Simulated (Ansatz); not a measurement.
Geometry optimisation, Ansatz, DFT PBE-D3(BJ), scalar-relativistic, plane waves, PAW.

The input (input.yaml):

```yaml
crystal:
  lattice:
    - [0.0, 4.079, 4.079]
    - [4.079, 0.0, 4.079]
    - [4.079, 4.079, 0.0]
  atoms:
    - { symbol: Mg, position: [0.0, 0.0, 0.0] }
    - { symbol: O, position: [0.25, 0.25, 0.25] }
    - { symbol: Mg, position: [0.0, 0.0, 0.5] }
    - { symbol: O, position: [0.25, 0.25, 0.75] }
    - { symbol: Mg, position: [0.0, 0.5, 0.0] }
    - { symbol: O, position: [0.25, 0.75, 0.25] }
    - { symbol: Mg, position: [0.0, 0.5, 0.5] }
    - { symbol: O, position: [0.25, 0.75, 0.75] }
    - { symbol: Mg, position: [0.5, 0.0, 0.0] }
    - { symbol: O, position: [0.75, 0.25, 0.25] }
    - { symbol: Mg, position: [0.5, 0.0, 0.5] }
    - { symbol: O, position: [0.75, 0.25, 0.75] }
    - { symbol: Mg, position: [0.5, 0.5, 0.0] }
    - { symbol: O, position: [0.75, 0.75, 0.25] }
    - { symbol: Mg, position: [0.5, 0.5, 0.5] }
    - { symbol: O, position: [0.75, 0.75, 0.75] }
    - { symbol: Mg, position: [0.62791592, 0.62555875, 0.61631749] }
basis:
  ecutwfc: 420.0
kpoints:
  mp_grid: { grid: [2, 2, 2] }
hamiltonian:
  xc: pbe
  dispersion: d3bj
  pseudopotentials: { kind: paw, azcp: { folder: soft_1 } }
scf:
  occupations: { method: fermi_dirac, width: 0.05 }
  lower_state_search: "off"
relax:
  f_tol: 0.03
  max_steps: 60
  adjacent_minimum: "off"
```

Launched with:

```bash
$ ansatz run input.yaml --threads 1 --pin off --max-ram 3072MiB --backend cpu --events-out ev --progress --plain --runs-dir out
```

Q: Where does it end, and by what steps?

A: It converged. The force dipped under the threshold on the way, but the program's further checks kept it going. Limits of this set-up: coarse k mesh, a small cell, in which the defect meets its images. After 23 steps the energy has fallen by 6.667 eV; Mg15 moved furthest, 0.64 Å.

```
step  energy less start (eV)  largest force component (eV/Å)  accepted
   0                  0.0000                           7.045       yes
   1                 -4.0170                           4.029       yes
   2                 -6.4320                           0.598       yes
   3                 -6.5355                           0.196       yes
   4                 -6.5552                           0.086       yes
   5                 -6.5568                           0.024       yes
   6                 -6.5568                           0.006       yes
   7                 -6.5568                           0.007       yes
   8                 -6.5569                           0.009       yes
   9                 -6.5569                           0.011       yes
  10                 -6.5570                           0.032       yes
  11                 -6.5573                           0.031       yes
  12                 -6.5574                           0.032       yes
  13                 -6.4968                           0.681        no
  14                 -6.5560                           0.115        no
  15                 -6.5583                           0.031       yes
  16                 -6.5643                           0.123       yes
  17                 -6.5664                           0.226       yes
  18                 -6.6060                           0.296       yes
  19                 -6.6182                           0.380       yes
  20                 -5.4400                           2.754        no
  21                 -6.6630                           0.121       yes
  22                 -6.6668                           0.030       yes
  23                 -6.6668                           0.030       yes
```

```xyz
17
Lattice="0.0000 4.0790 4.0790 4.0790 0.0000 4.0790 4.0790 4.0790 0.0000" Properties=species:S:1:pos:R:3
Mg 0.067 0.068 0.071
O 2.059 2.060 2.062
Mg 2.085 2.085 0.027
O 4.110 4.110 1.958
Mg 2.086 0.025 2.087
O 4.110 1.956 4.112
Mg 4.024 2.131 2.133
O 6.353 4.126 4.128
Mg 0.024 2.086 2.088
O 1.954 4.110 4.112
Mg 2.130 4.025 2.133
O 4.127 6.355 4.129
Mg 2.130 2.130 4.026
O 4.127 4.127 6.358
Mg 3.707 3.708 3.711
O 6.073 6.073 6.075
Mg 4.849 4.850 4.853
```

Whether the end is a true minimum wasn't checked by a vibrational analysis.

Time of the run: 100 s on 1 thread of Arm Neoverse V1, with other jobs on the host, peak memory 0.4 GiB.
